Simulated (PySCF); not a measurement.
The system is NCOH, in a box.

```xyz
4
Lattice="12.0000 0.0000 0.0000 0.0000 11.0000 0.0000 0.0000 0.0000 10.0000" Properties=species:S:1:pos:R:3 pbc="T T T"
N     6.5394    5.0152    4.6310
C     5.5721    5.5668    5.1000
O     4.5726    6.0512    5.4370
H     7.4534    4.9908    5.0464
```

Base run:

| Quantity | Value |
| --- | --- |
| Program | PySCF 2.14.0 |
| Functional | LDA |
| Potentials or basis | def2-svp (all-electron) |
| k mesh | 1 × 1 × 1 |
| Occupations | fixed |
| Spin | no spin polarisation |

Its results: gap between the frontier levels 6.52 eV.

Task: After a change of settings the same cell gave: gap between the frontier levels 9.16 eV. Which change was it?
A. functional from LDA to TPSS; dispersion from none to D3(BJ)
B. functional from LDA to M06; dispersion from none to D3
C. functional from LDA to wB97X
D. functional from LDA to PBE

Result: B.

Caveats: this is a molecule in a periodic box at the Γ point, so its band gap is the HOMO-LUMO gap; the basis of atomic orbitals isn't converged, which shifts pressures, moduli and gaps.

Not every run made on this cell is shown here.
